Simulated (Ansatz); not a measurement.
# Br2FSi: ladder of methods at one geometry, by script

Computed with Ansatz 0.2.0, driven from Python. The levels of theory stand in the script.

## Step 1: The structure

Bond lengths: F1–Si2 1.637 Å, Si2–Br3 2.208 Å, Si2–Br4 2.240 Å. Angles: F1–Si2–Br3 107.4°, F1–Si2–Br4 108.1°, Br3–Si2–Br4 108.0°.

No structure file is read: the coordinates are typed or built in the script.

## Step 2: The code

Input file run_methods.py:

```python
"""Br2FSi at several levels of theory."""

import ansatz as az

geometry_ang = [
    ("F", (0.4345, 0.1819, 1.5922)),
    ("Si", (-0.4857, -0.0301, 0.255)),
    ("Br", (0.1951, -1.8872, -0.726)),
    ("Br", (-0.0884, 1.6751, -1.1415)),
]
molecule = az.Crystal.molecule()
for symbol, xyz in geometry_ang:
    molecule = molecule.atom(symbol, xyz)

job = molecule.calculation().basis(gaussian="def2-SVP").spin("collinear", total=1)

methods = ["mp2", "ccsd", "ccsd_t"]
reports = [job.correlation(m).run(threads=1).report for m in methods]
print(f"Hartree-Fock reference {reports[0]['reference_energy_ev'] / 27.211386246:.6f} Ha")
best = reports[-1]["free_energy_ev"] - reports[-1]["reference_energy_ev"]
for method, each in zip(methods, reports):
    gained = each["free_energy_ev"] - each["reference_energy_ev"]
    print(f"{method:8s} total {each['free_energy_ev'] / 27.211386246:.6f} Ha  correlation {gained:9.4f} eV  ({100 * gained / best:.1f} % of the last)")
```

## Step 3: The run

The run is started by

```sh
python run_methods.py
```

Q: Estimate wall time and peak memory on 1 thread of Intel Xeon Platinum 8375C at 2.90GHz (Ice Lake), shared host.

About 82 s, with a peak of 0.76 GiB.
